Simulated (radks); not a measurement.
# Nuclear size and the levels of Sn⁺

Aim: how the total energy, the levels and the density at the nucleus of Sn⁺ respond when the nuclear radius is scaled.

Method: Dirac Kohn-Sham, BLYP, spin-unpolarised, spherical densities, finite nucleus; open shells fill j = l - 1/2 first. Code: radks (a radial shooting solver on a logarithmic mesh, Libxc functionals) version 1.

## 1. Starting point

| Property | Result |
| --- | --- |
| element | tin (Z = 50) |
| charge | +1 |
| electrons | 49 |
| configuration | [Kr] 4d10 5s2 5p1 |
| nuclear rms radius | 4.6519 fm |

In the logs a row gives level, spin channel, occupation and eigenvalue; Etot, Ekin, Encl (electron-nucleus), Eh (Hartree) and Exc are energies, all in hartree; err is the last residual, it the number of iterations.

## 2. rms radius 4.6519 fm

Settings of this run:

```text
Z 50
configuration [Kr] 4d10 5s2 5p1 6s0 4f0
relativity Dirac
functional b88,lyp
spin unpolarised
j_filling energy
nucleus finite rms 4.6519 fm
c 137.035999084
```

Log:

```text
1s1/2   1   2.0000       -1065.93611885
2s1/2   1   2.0000        -161.11344319
2p1/2   1   2.0000        -150.53119233
2p3/2   1   4.0000        -142.05126532
3s1/2   1   2.0000         -31.31001831
3p1/2   1   2.0000         -27.00987679
3p3/2   1   4.0000         -25.46182206
3d3/2   1   4.0000         -17.85555376
3d5/2   1   6.0000         -17.53594578
4s1/2   1   2.0000          -5.19558406
4p1/2   1   2.0000          -3.76537874
4p3/2   1   4.0000          -3.48601764
4d3/2   1   4.0000          -1.25059636
4d5/2   1   6.0000          -1.21217045
5s1/2   1   2.0000          -0.64892755
5p1/2   1   1.0000          -0.38697076
5p3/2   1   0.0000          -0.36613300
6s1/2   1   0.0000          -0.15766472
4f5/2   1   0.0000          -0.04008147
4f7/2   1   0.0000          -0.04008107
Etot -6179.233421095045
Ekin 6506.554233830758
Encl -14984.970328710417
Eh 2464.838508660364
Exc -165.65583487574924
err 4.5576878432177815e-09
it 14
```

The top filled level is 5p1/2, -10.530 eV.

Sizes of the orbitals, from the radial functions (bohr):

```csv
level,occupation,energy (eV),<r>,outermost maximum (interpolated),90 % within,nodes
4s1/2,2,-141.38,0.8183,0.746,1.19,3
4p1/2,2,-102.46,0.8654,0.771,1.27,2
4p3/2,4,-94.859,0.8953,0.796,1.32,2
4d3/2,4,-34.030,1.090,0.881,1.70,1
4d5/2,6,-32.985,1.104,0.891,1.72,1
5s1/2,2,-17.658,2.311,1.98,3.40,4
5p1/2,1,-10.530,2.845,2.36,4.27,3
5p3/2,0,-9.963,2.955,2.46,4.43,3
```

The radial density on a logarithmic grid:

```csv
r (bohr),4πr²ρ (e/bohr)
0.00101,1.598
0.00156,3.431
0.00241,7.048
0.00374,14.00
0.00581,25.83
0.00895,42.26
0.0139,59.02
0.0216,65.20
0.0332,58.27
0.0516,60.77
0.0801,80.71
0.123,70.64
0.192,58.38
0.297,65.00
0.458,27.43
0.711,22.97
1.10,15.46
1.70,4.486
2.64,1.429
4.10,0.2523
6.32,0.01157
```

## 3. rms radius 3.8425 fm

Settings, as their differences from step 2:

```diff
@@ -6,3 +6,3 @@
 j_filling energy
-nucleus finite rms 4.6519 fm
+nucleus finite rms 3.8425 fm
 c 137.035999084
```

Log:

```text
1s1/2   1   2.0000       -1065.95639665
2s1/2   1   2.0000        -161.11576388
2p1/2   1   2.0000        -150.53109526
2p3/2   1   4.0000        -142.05112294
3s1/2   1   2.0000         -31.31045828
3p1/2   1   2.0000         -27.00984989
3p3/2   1   4.0000         -25.46178559
3d3/2   1   4.0000         -17.85552220
3d5/2   1   6.0000         -17.53591488
4s1/2   1   2.0000          -5.19567005
4p1/2   1   2.0000          -3.76537080
4p3/2   1   4.0000          -3.48600802
4d3/2   1   4.0000          -1.25058946
4d5/2   1   6.0000          -1.21216369
5s1/2   1   2.0000          -0.64893533
5p1/2   1   1.0000          -0.38696882
5p3/2   1   0.0000          -0.36613103
6s1/2   1   0.0000          -0.15766593
4f5/2   1   0.0000          -0.04008147
4f7/2   1   0.0000          -0.04008108
Etot -6179.2817657358855
Ekin 6506.768464277315
Encl -14985.23569126702
Eh 2464.8421805830512
Exc -165.65671932923127
err 3.002500820467076e-09
it 15
```

E − E(step 2, rms radius 4.6519 fm) = -1.316 eV. The top filled level is 5p1/2, -10.530 eV.

## 4. rms radius 4.4193 fm

Settings, as their differences from step 3:

```diff
@@ -6,3 +6,3 @@
 j_filling energy
-nucleus finite rms 3.8425 fm
+nucleus finite rms 4.4193 fm
 c 137.035999084
```

Log:

```text
1s1/2   1   2.0000       -1065.94228181
2s1/2   1   2.0000        -161.11414849
2p1/2   1   2.0000        -150.53116283
2p3/2   1   4.0000        -142.05122205
3s1/2   1   2.0000         -31.31015203
3p1/2   1   2.0000         -27.00986862
3p3/2   1   4.0000         -25.46181098
3d3/2   1   4.0000         -17.85554417
3d5/2   1   6.0000         -17.53593639
4s1/2   1   2.0000          -5.19561019
4p1/2   1   2.0000          -3.76537633
4p3/2   1   4.0000          -3.48601471
4d3/2   1   4.0000          -1.25059426
4d5/2   1   6.0000          -1.21216839
5s1/2   1   2.0000          -0.64892991
5p1/2   1   1.0000          -0.38697017
5p3/2   1   0.0000          -0.36613240
6s1/2   1   0.0000          -0.15766509
4f5/2   1   0.0000          -0.04008147
4f7/2   1   0.0000          -0.04008107
Etot -6179.248114308911
Ekin 6506.619056295787
Encl -14985.05069193643
Eh 2464.839624623509
Exc -165.65610329177582
err 4.771604540803395e-09
it 14
```

E − E(step 2, rms radius 4.6519 fm) = -0.400 eV. The top filled level is 5p1/2, -10.530 eV.

## 5. rms radius 4.9496 fm

Settings, as their differences from step 4:

```diff
@@ -6,3 +6,3 @@
 j_filling energy
-nucleus finite rms 4.4193 fm
+nucleus finite rms 4.9496 fm
 c 137.035999084
```

Log:

```text
1s1/2   1   2.0000       -1065.92784129
2s1/2   1   2.0000        -161.11249592
2p1/2   1   2.0000        -150.53123192
2p3/2   1   4.0000        -142.05132344
3s1/2   1   2.0000         -31.30983873
3p1/2   1   2.0000         -27.00988777
3p3/2   1   4.0000         -25.46183695
3d3/2   1   4.0000         -17.85556664
3d5/2   1   6.0000         -17.53595839
4s1/2   1   2.0000          -5.19554896
4p1/2   1   2.0000          -3.76538198
4p3/2   1   4.0000          -3.48602156
4d3/2   1   4.0000          -1.25059917
4d5/2   1   6.0000          -1.21217321
5s1/2   1   2.0000          -0.64892437
5p1/2   1   1.0000          -0.38697155
5p3/2   1   0.0000          -0.36613380
6s1/2   1   0.0000          -0.15766423
4f5/2   1   0.0000          -0.04008147
4f7/2   1   0.0000          -0.04008107
Etot -6179.213686437411
Ekin 6506.467510429298
Encl -14984.862731858291
Eh 2464.8370098283476
Exc -165.6554748367656
err 4.380631854751338e-09
it 14
```

Energy against step 2 (rms radius 4.6519 fm): +0.537 eV. 5p1/2 is the highest filled level (-10.530 eV).

## 6. rms radius 5.3822 fm

Settings, as their differences from step 5:

```diff
@@ -6,3 +6,3 @@
 j_filling energy
-nucleus finite rms 4.9496 fm
+nucleus finite rms 5.3822 fm
 c 137.035999084
```

Log:

```text
1s1/2   1   2.0000       -1065.91504141
2s1/2   1   2.0000        -161.11103115
2p1/2   1   2.0000        -150.53129313
2p3/2   1   4.0000        -142.05141332
3s1/2   1   2.0000         -31.30956103
3p1/2   1   2.0000         -27.00990474
3p3/2   1   4.0000         -25.46185998
3d3/2   1   4.0000         -17.85558656
3d5/2   1   6.0000         -17.53597789
4s1/2   1   2.0000          -5.19549468
4p1/2   1   2.0000          -3.76538699
4p3/2   1   4.0000          -3.48602763
4d3/2   1   4.0000          -1.25060352
4d5/2   1   6.0000          -1.21217748
5s1/2   1   2.0000          -0.64891946
5p1/2   1   1.0000          -0.38697277
5p3/2   1   0.0000          -0.36613504
6s1/2   1   0.0000          -0.15766347
4f5/2   1   0.0000          -0.04008147
4f7/2   1   0.0000          -0.04008107
Etot -6179.183170075536
Ekin 6506.334088894337
Encl -14984.697032113447
Eh 2464.8346922047253
Exc -165.6549190611509
err 4.124403917425036e-09
it 14
```

Energy against step 2 (rms radius 4.6519 fm): +1.367 eV. The top filled level is 5p1/2, -10.530 eV.

## 7. All runs together

```csv
rms radius (fm),total energy shift (eV),density at nucleus (e/bohr³),1s1/2 shift (meV),2s1/2 shift (meV),4p1/2 shift (meV),5s1/2 shift (meV),5p1/2 shift (meV)
3.8425,-1.32,1.969e+05,-552,-63.1,0.216,-0.212,0.0526
4.4193,-0.400,1.927e+05,-168,-19.2,0.0657,-0.0643,0.0160
4.6519,0,1.912e+05,0,0,0,0,0
4.9496,0.537,1.894e+05,225,25.8,-0.0882,0.0864,-0.0215
5.3822,1.37,1.87e+05,574,65.6,-0.224,0.220,-0.0547
```

**Reading.** Shifts are against the first run. Over the range the 1s1/2 level moves by 1.13 eV and the 5p1/2 level by -0.107 meV. A larger nucleus binds the 1s electrons less and lowers the density at its centre. These are shifts of eigenvalues, not the field shifts of spectral lines.
